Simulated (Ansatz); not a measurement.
# BH6NOSi: the cost of one run

Computed with the Python package of Ansatz 0.2.0. Level of theory: MP2/cc-pVDZ.

### 1 Starting point

Bond lengths: N1–B2 1.468 Å, B2–O3 1.445 Å, O3–Si4 1.752 Å, N1–H5 1.066 Å, N1–H6 1.116 Å, B2–H7 1.206 Å, Si4–H8 1.456 Å, Si4–H9 1.490 Å, Si4–H10 1.397 Å. Angles: N1–B2–O3 118.1°, N1–B2–H7 121.9°, O3–B2–H7 120.0°, B2–N1–H5 110.2°, B2–N1–H6 107.0°, H5–N1–H6 102.9°, B2–O3–Si4 105.9°, O3–Si4–H8 109.0°, O3–Si4–H9 104.6°, O3–Si4–H10 112.6°, H8–Si4–H9 107.2°, H8–Si4–H10 110.6°, H9–Si4–H10 112.6°.

No structure file is read: the coordinates are typed or built in the script.

### 2 The code

scan_bh6nosi.py

```python
"""Stretching a bond of BH6NOSi, the rest held rigid."""

import ansatz as az
import matplotlib.pyplot as plt
import numpy as np

geometry = (
    az.Crystal.molecule()
    .atom("N", (-1.4549, 0.9823, -0.4343))
    .atom("B", (-0.1203, 0.9667, 0.1759))
    .atom("O", (0.146, -0.0122, 1.2046))
    .atom("Si", (0.9078, -1.3665, 0.3944))
    .atom("H", (-1.3755, 0.9145, -1.4953))
    .atom("H", (-1.873, 2.0055, -0.2799))
    .atom("H", (0.7327, 1.7611, -0.1352))
    .atom("H", (1.1995, -2.4024, 1.3753))
    .atom("H", (-0.1464, -1.9026, -0.5111))
    .atom("H", (2.0671, -0.9976, -0.2915))
)

symbols = [site.symbol for site in geometry.cartesian_sites]
start = np.array([site.position_ang for site in geometry.cartesian_sites])
axis = (start[3] - start[2]) / np.linalg.norm(start[3] - start[2])
moving = [3, 7, 8, 9]
lengths, energies = [1.542, 1.612, 1.682, 1.752, 1.822, 1.893, 1.963, 2.068], []
for length in lengths:
    xyz = start.copy()
    xyz[moving] += (length - np.linalg.norm(start[3] - start[2])) * axis
    point = az.Crystal.molecule()
    for symbol, xyz in zip(symbols, xyz):
        point = point.atom(symbol, xyz.tolist())
    base = (
        point.calculation()
        .basis(gaussian="cc-pVDZ")
        .correlation("mp2")
    )
    data = base.run().report
    energies.append(data["free_energy_ev"])
    print(f"r = {length:6.3f} A  E = {energies[-1]:.5f} eV  <S^2> = {abs(data['mean_field']['state']['spin_squared']):.3f}")

# quartic fit about the minimum
fit = np.polynomial.Polynomial.fit(lengths, np.array(energies) - min(energies), 4).convert()
roots = [r.real for r in fit.deriv().roots() if abs(r.imag) < 1e-9 and fit.deriv(2)(r.real) > 0]
r_e = min(roots, key=lambda r: abs(r - lengths[int(np.argmin(energies))]))
print(f"minimum of the fit at {r_e:.4f} A, force constant {fit.deriv(2)(r_e):.2f} eV/A^2")
plt.figure(figsize=(4.5, 3))
plt.plot(lengths, np.array(energies) - min(energies), "o-")
plt.xlabel("bond length (A)")
plt.ylabel("E - E(min) (eV)")
plt.tight_layout()
plt.savefig("scan.png", dpi=100)
```

### 3 The input behind the calls

The engine receives this input (first run):

```yaml
crystal:
  periodic: [false, false, false]
  atoms:
    - { symbol: "N", position_ang: [-1.4549, 0.9823, -0.4343] }
    - { symbol: B, position_ang: [-0.1203, 0.9667, 0.1759] }
    - { symbol: O, position_ang: [0.146, -0.0122, 1.2046] }
    - { symbol: Si, position_ang: [0.8163368384875236, -1.2039001579990196, 0.49167415785955426] }
    - { symbol: H, position_ang: [-1.3755, 0.9145, -1.4953] }
    - { symbol: H, position_ang: [-1.873, 2.0055, -0.2799] }
    - { symbol: H, position_ang: [0.7327, 1.7611, -0.1352] }
    - { symbol: H, position_ang: [1.1080368384875234, -2.2398001579990194, 1.4725741578595541] }
    - { symbol: H, position_ang: [-0.2378631615124765, -1.7400001579990196, -0.4138258421404457] }
    - { symbol: H, position_ang: [1.9756368384875234, -0.8350001579990196, -0.1942258421404457] }
basis:
  gaussian:
    orbitals: cc-pVDZ
correlation:
  method: mp2
```

### 4 Launch

Run with:

```sh
$ python scan_bh6nosi.py
```

**Question.** How long does this script take on 1 thread of Intel Xeon 6975P-C (Granite Rapids), shared host, and how much memory does it need?

About 6.3 s, with a peak of 0.25 GiB.
